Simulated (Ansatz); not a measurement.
**BF2HSSi: small, medium and large basis sets**

An exercise on one series of results from a longer session: the logs are not shown, and one member is left open.

Computed with Ansatz 0.2.0, Gaussian basis. Level: one geometry, several basis sets.

Levels to be run: PBE0-D4/def2-SVP; ωB97M-V/def2-SVP; PBE0-D4/def2-QZVPP; ωB97M-V/def2-QZVPP; the functionals' def2-TZVPP values are taken from earlier runs.

### Structure used throughout

All runs share one geometry, relaxed beforehand with PBE0-D4 in a triple-zeta def2 set.

SMILES `FB1S[SiH]1F`, 6 atoms, charge 0, spin multiplicity 1.

Atoms are counted from 1 here; the program's logs count them from 0.

Bond lengths: F1–B2 1.308 Å, B2–S3 1.792 Å, B2–Si4 1.915 Å, S3–Si4 2.161 Å, Si4–F5 1.594 Å, Si4–H6 1.476 Å. Angles: F1–B2–S3 132.9°, F1–B2–Si4 155.9°, S3–B2–Si4 71.2°, B2–S3–Si4 57.0°, B2–Si4–S3 51.7°, B2–Si4–F5 123.3°, B2–Si4–H6 129.5°, S3–Si4–F5 115.8°, S3–Si4–H6 115.3°, F5–Si4–H6 106.5°.

The first run:

Input file in.yaml:

```yaml
crystal:
  periodic: [false, false, false]
  atoms:
    - {symbol: F, position_ang: [0.221028, -2.444233, 0.157818]}
    - {symbol: B, position_ang: [-0.071025, -1.174084, 0.051321]}
    - {symbol: S, position_ang: [-1.575701, -0.300358, -0.378699]}
    - {symbol: Si, position_ang: [0.281772, 0.708443, 0.070961]}
    - {symbol: F, position_ang: [0.961113, 1.484350, -1.143924]}
    - {symbol: H, position_ang: [0.224913, 1.661682, 1.196322]}
basis:
  gaussian: {orbitals: def2-SVP}
hamiltonian: {xc: pbe0, dispersion: d4}
output: {orbitals: {seedname: orbitals}}
```

Command:

```console
ansatz run in.yaml --threads 2 --pin off --events-out ev --progress --plain --max-ram 4352MiB
```

Steps of the session up to this table: PBE0-D4 in def2-SVP; ωB97M-V in def2-SVP; PBE0-D4 in def2-QZVPP; ωB97M-V in def2-QZVPP.

One table of the session follows, with a row left open; its other results are not shown here.

It belongs to the step «Density functionals: the series». 

| functional | basis | HOMO (eV) |
| --- | --- | --- |
| PBE0-D4 | def2-SVP | ? |
| PBE0-D4 | def2-TZVPP | -7.60 |
| PBE0-D4 | def2-QZVPP | -7.62 |
| ωB97M-V | def2-SVP | -9.59 |
| ωB97M-V | def2-TZVPP | -9.64 |
| ωB97M-V | def2-QZVPP | -9.67 |

Estimate the missing values for PBE0-D4, def2-SVP.

**Answer.** HOMO (eV): -7.58. In the column «HOMO (eV)» it is the highest.
